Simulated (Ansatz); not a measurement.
**AlH4Br: Born-Oppenheimer dynamics**

Aim: follow the atoms for 40 steps of 1.0 fs with a Nosé-Hoover thermostat, with velocities drawn for 300 K, and see to which side of the barrier the system falls.

Program: Ansatz 0.2.0, Gaussian basis. Level of theory: B3LYP-D4/def2-SVPD. These are calculated values, not measurements.

## 1. Where the work starts

The start, a first-order saddle point found at PBE0-D4 in triple zeta: 6 atoms, charge 0, spin multiplicity 1.

Atoms are counted from 1 here; the program's logs count them from 0.

Bond lengths: Al1–H2 1.619 Å, Al1–H3 1.582 Å, Al1–H4 1.582 Å, Al1–Br6 2.780 Å, H5–Br6 1.466 Å. Angles: H2–Al1–H3 117.0°, H2–Al1–H4 117.0°, H2–Al1–Br6 80.4°, H3–Al1–H4 123.9°, H3–Al1–Br6 101.3°, H4–Al1–Br6 101.3°, Al1–Br6–H5 54.8°.

Geometry (Å):

```xyz
6
charge 0, multiplicity 1
Al   -0.0593   -0.7599   -0.0807
H     1.4060   -0.1429    0.2238
H    -0.4034   -1.0824   -1.5910
H    -0.8660   -1.3376    1.1517
H     0.6343    1.3838    0.2357
Br   -0.7116    1.9390    0.0604
```

## 2. Dynamics

md/in.yaml reads:

```yaml
crystal:
  periodic: [false, false, false]
  atoms:
    - {symbol: Al, position_ang: [-0.059268, -0.759919, -0.080702]}
    - {symbol: H, position_ang: [1.405956, -0.142913, 0.223830]}
    - {symbol: H, position_ang: [-0.403424, -1.082420, -1.590975]}
    - {symbol: H, position_ang: [-0.866032, -1.337553, 1.151706]}
    - {symbol: H, position_ang: [0.634328, 1.383813, 0.235733]}
    - {symbol: Br, position_ang: [-0.711559, 1.938992, 0.060409]}
basis:
  gaussian: {orbitals: def2-SVPD}
hamiltonian: {xc: {name: B3LYP}, dispersion: d4}
md: {n_steps: 40, timestep: 1.0, temperature: 300, ensemble: nvt_nose_hoover, seed: 137, initial_velocities: maxwell_boltzmann}
```

Run with:

```bash
$ ansatz run in.yaml --threads 2 --pin off --events-out ev --progress --plain --max-ram 4352MiB
```

**Question.** What will these runs give? Wanted: temperature at the start; mean temperature, second half; lowest and highest potential energy, from the first frame; largest change of potential + kinetic.

The runs gave:

| quantity | value |
| --- | --- |
| length | 40 steps, 40.0 fs |
| temperature at the start | 300 K |
| mean temperature, second half | 164 K |
| lowest and highest potential energy, from the first frame | -3 and 110 meV |
| largest change of potential + kinetic | 7.0 meV |

By the last frame it has moved back towards the start side of the step. The thermostat trades energy with the molecule, so the sum of potential and kinetic energy isn't conserved: it changes by +7 meV over the run. The mean temperature of the second half is still well below the 300 K set. With 6 atoms the instant temperature spans 94 to 318 K.
